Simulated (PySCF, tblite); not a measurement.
# P22H14O14: electronic excitations, NMR shifts, part 2 of 2

tblite 0.8.0 and PySCF 2.14.0. Atoms count from 0. Earlier steps stand in the parts before.

## (4) NMR shifts: GIAO KT3/pcSseg-1

The job: settings as JSON, then the geometry in Å.

```
{"job": {"kind": "nmr", "xc": "KT3", "basis": "pcSseg-1", "pop": false}, "charge": 0, "multiplicity": 1}
P      2.645414    -1.273114    -1.729626
P     -0.558970    -1.151349    -1.733756
P      1.046086    -1.100609    -0.253501
P     -0.527322    -1.117812    -5.893521
P      1.033463    -1.216136    -4.325980
P     -2.165415    -1.110856    -0.246080
P     -2.116897    -1.066932    -4.374640
P      2.746245    -0.854024     2.300342
P     -0.488265    -1.088595     2.308027
P      1.110521    -0.986511     3.784286
P     -2.025785    -1.189634     3.855088
P      2.753280     0.849525    -2.328173
P      1.127098     0.947711    -3.824649
P     -0.494054     0.987568    -2.373155
P     -1.986377     1.102065    -3.982197
P      2.603671     1.270724     1.716199
P      0.967446     1.174191     4.278369
P     -0.626537     1.039094     5.813203
P      1.028136     1.080987     0.214019
P     -0.590760     1.052335     1.678505
P     -2.233172     0.971145     4.291237
P     -2.181156     1.061365     0.154358
O      3.829484    -1.293351    -0.586535
H      4.704594    -1.267318    -0.982414
O     -0.489965     0.487346    -6.290372
H     -0.131532     0.626511    -7.171320
O      2.265530    -1.268061    -5.400074
H      3.116744    -1.320504    -4.951622
O     -3.355133    -1.209656    -1.364963
H     -4.222004    -1.210485    -0.951062
O     -3.328347    -1.035053    -5.481275
H     -4.183462    -1.028783    -5.044024
O      4.001480    -0.517068     3.340662
H      4.409596    -1.321781     3.670333
O     -3.266824    -1.367657     2.800256
H     -4.108115    -1.433584     3.258093
O      4.013940     0.529287    -3.367143
H      4.359782     1.335919    -3.757891
O     -3.395570     1.111004    -3.124039
H     -3.639364     1.996416    -2.843571
O      3.802130     1.323912     0.593188
H      4.671288     1.299156     1.001535
O      2.163118     1.242948     5.391482
H      3.025344     1.304855     4.966974
O     -0.587029    -0.562711     6.213688
H     -0.144665    -0.710248     7.054340
O     -3.528156     0.680962     5.283731
H     -3.880689     1.480013     5.683285
O     -3.522102     0.985130     1.108606
H     -3.643538     1.786624     1.625107
```

Level: GIAO KT3/pcSseg-1 NMR shielding, non-relativistic, gas phase.

Output:

```text
start: PBE on a coarse grid of 56366 points
cycle   1  E = -8565.0251473536  dE =  7.763e+00  |g| = 2.794e+00  |ddm| = 9.469e+00
cycle   2  E = -8548.2393886659  dE =  1.679e+01  |g| = 8.992e+00  |ddm| = 1.649e+01
cycle   3  E = -8563.5111368961  dE = -1.527e+01  |g| = 2.711e+00  |ddm| = 1.756e+01
cycle   4  E = -8564.7312026423  dE = -1.220e+00  |g| = 1.948e+00  |ddm| = 9.307e+00
cycle   5  E = -8565.8551841434  dE = -1.124e+00  |g| = 1.197e+00  |ddm| = 6.890e+00
cycle   6  E = -8566.2778190454  dE = -4.226e-01  |g| = 5.063e-01  |ddm| = 3.905e+00
cycle   7  E = -8566.3137697956  dE = -3.595e-02  |g| = 3.824e-01  |ddm| = 1.742e+00
cycle   8  E = -8566.3496419291  dE = -3.587e-02  |g| = 1.583e-01  |ddm| = 1.015e+00
cycle   9  E = -8566.3565169991  dE = -6.875e-03  |g| = 5.540e-02  |ddm| = 4.083e-01
cycle  10  E = -8566.3572940666  dE = -7.771e-04  |g| = 2.388e-02  |ddm| = 1.512e-01
cycle  11  E = -8566.3574348218  dE = -1.408e-04  |g| = 8.686e-03  |ddm| = 5.047e-02
final grid: 445602 points
cycle  12  E = -8641.4088567213  dE = -1.340e-01  |g| = 6.694e-01  |ddm| = 1.615e+00
cycle  13  E = -8641.3019564604  dE =  1.069e-01  |g| = 8.840e-01  |ddm| = 1.630e+00
cycle  14  E = -8641.3932910409  dE = -9.133e-02  |g| = 4.800e-01  |ddm| = 1.738e+00
cycle  15  E = -8641.4368988389  dE = -4.361e-02  |g| = 1.974e-01  |ddm| = 1.214e+00
cycle  16  E = -8641.4491891378  dE = -1.229e-02  |g| = 3.248e-02  |ddm| = 4.924e-01
cycle  17  E = -8641.4494781217  dE = -2.890e-04  |g| = 1.252e-02  |ddm| = 9.269e-02
cycle  18  E = -8641.4495184734  dE = -4.035e-05  |g| = 5.649e-03  |ddm| = 3.424e-02
cycle  19  E = -8641.4495285110  dE = -1.004e-05  |g| = 1.707e-03  |ddm| = 1.076e-02
cycle  20  E = -8641.4495284877  dE =  2.334e-08  |g| = 4.999e-04  |ddm| = 3.457e-03
cycle  21  E = -8641.4495268634  dE =  1.624e-06  |g| = 2.742e-04  |ddm| = 1.468e-03
cycle  22  E = -8641.4495267113  dE =  1.521e-07  |g| = 9.910e-05  |ddm| = 7.127e-04
converged SCF energy = -8641.4495267113

GIAO shielding tensors (ppm)
atom      isotropic    diamagn.    paramagn.     s11        s22        s33       span
  0 P      228.307     962.246    -733.938     96.842    183.888    404.192    307.350
  1 P      401.815     955.858    -554.043    323.811    428.326    453.308    129.497
  2 P      386.136     953.675    -567.539    288.146    421.550    448.711    160.564
  3 P      198.007     970.896    -772.889    135.833    209.618    248.570    112.737
  4 P      179.302     966.426    -787.124     57.185    181.782    298.938    241.753
  5 P      220.799     959.708    -738.909     84.824    191.714    385.860    301.036
  6 P      200.008     965.924    -765.916    154.026    190.110    255.887    101.861
  7 P      215.685     965.264    -749.580     62.793    187.773    396.488    333.694
  8 P      438.116     955.619    -517.504    285.941    476.421    551.984    266.043
  9 P      409.194     968.444    -559.250    329.566    441.367    456.649    127.084
 10 P      196.851     964.667    -767.816     73.987    172.274    344.291    270.304
 11 P      208.287     965.520    -757.233     55.418    192.976    376.466    321.048
 12 P      407.495     969.176    -561.681    315.926    437.913    468.645    152.719
 13 P      425.829     956.533    -530.704    292.154    437.335    547.998    255.845
 14 P      221.929     965.631    -743.702    101.921    176.448    387.417    285.496
 15 P      231.494     962.386    -730.892    100.987    189.495    404.001    303.013
 16 P      174.781     966.115    -791.335     32.060    196.227    296.054    263.994
 17 P      182.108     971.096    -788.988    114.274    198.921    233.130    118.856
 18 P      394.250     953.881    -559.631    300.242    426.870    455.639    155.397
 19 P      380.731     957.035    -576.305    313.354    397.106    431.732    118.378
 20 P      207.031     967.002    -759.971    142.345    172.953    305.795    163.449
 21 P      252.658     961.149    -708.491    110.790    182.015    465.170    354.380
 22 O      310.022     387.649     -77.627    230.407    294.925    404.733    174.326
 23 H       31.826      30.788       1.038     22.304     28.408     44.767     22.463
 24 O      279.507     396.878    -117.371    222.305    283.758    332.459    110.154
 25 H       30.073      30.862      -0.790     21.977     24.072     44.170     22.193
 26 O      313.530     387.048     -73.517    227.654    280.871    432.066    204.412
 27 H       31.035      34.078      -3.044     19.804     29.840     43.460     23.655
 28 O      316.092     383.253     -67.161    245.809    292.181    410.288    164.479
 29 H       31.464      30.283       1.181     21.269     28.605     44.519     23.250
 30 O      291.767     381.333     -89.566    236.502    291.534    347.265    110.762
 31 H       30.293      30.790      -0.497     19.864     28.861     42.154     22.290
 32 O      299.038     387.416     -88.378    245.718    277.032    374.364    128.646
 33 H       31.433      32.698      -1.265     23.068     26.415     44.817     21.749
 34 O      328.043     391.718     -63.675    230.924    302.145    451.059    220.135
 35 H       31.946      29.493       2.453     21.664     27.855     46.317     24.652
 36 O      299.424     387.866     -88.442    245.549    270.305    382.417    136.868
 37 H       31.705      32.821      -1.116     23.269     26.929     44.916     21.647
 38 O      302.687     390.731     -88.045    233.066    302.979    372.015    138.949
 39 H       31.137      30.501       0.636     24.237     27.541     41.632     17.395
 40 O      310.186     387.726     -77.540    229.078    296.791    404.688    175.610
 41 H       31.844      30.925       0.919     22.320     28.479     44.733     22.413
 42 O      321.765     387.513     -65.748    226.296    282.474    456.525    230.229
 43 H       31.440      34.275      -2.835     19.881     30.063     44.375     24.494
 44 O      289.857     397.538    -107.681    227.190    294.888    347.493    120.303
 45 H       30.506      31.584      -1.078     21.755     25.469     44.295     22.540
 46 O      292.350     384.422     -92.072    240.998    273.173    362.878    121.881
 47 H       31.267      30.956       0.311     23.121     26.792     43.888     20.766
 48 O      305.595     385.199     -79.604    230.368    281.581    404.836    174.469
 49 H       31.895      30.948       0.947     24.147     28.524     43.015     18.868
```

Run time: 67 s. Hardware: 4 threads of Arm Neoverse V1, shared host; peak memory 2.4 GiB.

The references, computed at this level on geometries of the same kind, shield at (ppm): $^{1}$H TMS 31.76, $^{17}$O H2O 330.8, $^{31}$P PH3 612.2. Their shielding less the atom's gives the shift. The references are single molecules in the gas phase, so shifts against H2O, NH3, PH3, H3PO4 or CFCl3 are not on the usual liquid scales and can be off by tens of ppm.

```csv
atoms,environment,σ (ppm),δ (ppm)
H25,hydrogen on an oxygen bonded to P,30.07,1.69
H31,hydrogen on an oxygen bonded to P,30.29,1.47
H45,hydrogen on an oxygen bonded to P,30.51,1.25
H27,hydrogen on an oxygen bonded to P,31.03,0.73
H39,hydrogen on an oxygen bonded to P,31.14,0.62
H47,hydrogen on an oxygen bonded to P,31.27,0.49
H33,hydrogen on an oxygen bonded to P,31.43,0.33
H43,hydrogen on an oxygen bonded to P,31.44,0.32
H29,hydrogen on an oxygen bonded to P,31.46,0.30
H37,hydrogen on an oxygen bonded to P,31.70,0.06
H23,hydrogen on an oxygen bonded to P,31.83,-0.07
H41,hydrogen on an oxygen bonded to P,31.84,-0.08
H49,hydrogen on an oxygen bonded to P,31.90,-0.14
H35,hydrogen on an oxygen bonded to P,31.95,-0.19
P16,"phosphorus bonded to O, 2 P",174.8,437.4
P4,"phosphorus bonded to O, 2 P",179.3,432.9
P17,"phosphorus bonded to O, 2 P",182.1,430.1
P10,"phosphorus bonded to O, 2 P",196.9,415.3
P3,"phosphorus bonded to O, 2 P",198.0,414.2
P6,"phosphorus bonded to O, 2 P",200.0,412.2
P20,"phosphorus bonded to O, 2 P",207.0,405.1
P11,"phosphorus bonded to O, 2 P",208.3,403.9
P7,"phosphorus bonded to O, 2 P",215.7,396.5
P5,"phosphorus bonded to O, 2 P",220.8,391.4
P14,"phosphorus bonded to O, 2 P",221.9,390.3
P0,"phosphorus bonded to O, 2 P",228.3,383.9
P15,"phosphorus bonded to O, 2 P",231.5,380.7
P21,"phosphorus bonded to O, 2 P",252.7,359.5
P19,phosphorus bonded to 3 P,380.7,231.4
P2,phosphorus bonded to 3 P,386.1,226.0
P18,phosphorus bonded to 3 P,394.3,217.9
P1,phosphorus bonded to 3 P,401.8,210.4
P12,phosphorus bonded to 3 P,407.5,204.7
P9,phosphorus bonded to 3 P,409.2,203.0
P13,phosphorus bonded to 3 P,425.8,186.3
P8,phosphorus bonded to 3 P,438.1,174.1
O24,"oxygen bonded to P, H",279.5,51.3
O44,"oxygen bonded to P, H",289.9,40.9
O30,"oxygen bonded to P, H",291.8,39.0
O46,"oxygen bonded to P, H",292.3,38.4
```

Ring of atoms P0, P1, P2, P11, P12, P13: NICS(0) -2.2, NICS(1) -1.4, NICS(1)zz -1.2 ppm (means of both faces).

Ring of atoms P1, P2, P5, P18, P19, P21: NICS(0) -3.6, NICS(1) -2.5, NICS(1)zz -3.4 ppm (means of both faces).

Ring of atoms P3, P4, P6, P12, P13, P14: NICS(0) -5.3, NICS(1) -3.6, NICS(1)zz -2.1 ppm (means of both faces).

## (5) What came out

This closing draws on all 2 parts.

```
                                  quantity                                                                                                          value
             lowest singlet (PBE/def2-SVP)                                                                                    1.75 eV (708 nm), f = 0.091
                            lowest triplet                                                                                                        1.46 eV
     surface potential, 1st and 99th percentile                                                                                             -1.42 V and 2.34 V
 $^{1}$H shifts against TMS (KT3/pcSseg-1)                     1.69, 1.47, 1.25, 0.73, 0.62, 0.49, 0.33, 0.32, 0.30, 0.06, -0.07, -0.08, -0.14, -0.19 ppm
$^{31}$P shifts against PH3 (KT3/pcSseg-1)  437.4, 432.9, 430.1, 415.3, 414.2, 412.2, 405.1, 403.9, 396.5, 391.4, 390.3, 383.9, 380.7, 359.5 ppm and more
$^{17}$O shifts against H2O (KT3/pcSseg-1)                           51.3, 40.9, 39.0, 38.4, 31.7, 31.4, 28.1, 25.2, 20.8, 20.6, 17.3, 14.7, 9.0, 2.7 ppm
```

The first singlet state (HOMO→LUMO 0.93) lies at 1.75 eV and is bright. State 1 absorbs in the visible (708 nm). The lowest triplet lies 0.29 eV below the lowest singlet (triplets in Tamm-Dancoff, singlets in full TDDFT). By nearest atom (PBE/def2-SVP), the HOMO sits on P4, P8, P16 about 8 % each; P13 7 % and the LUMO on 4 P atoms about 9 % each; P1, P19 about 7 % each. At KT3/pcSseg-1: The largest span, 354 ppm, is at P21, where the paramagnetic term is -708 ppm.
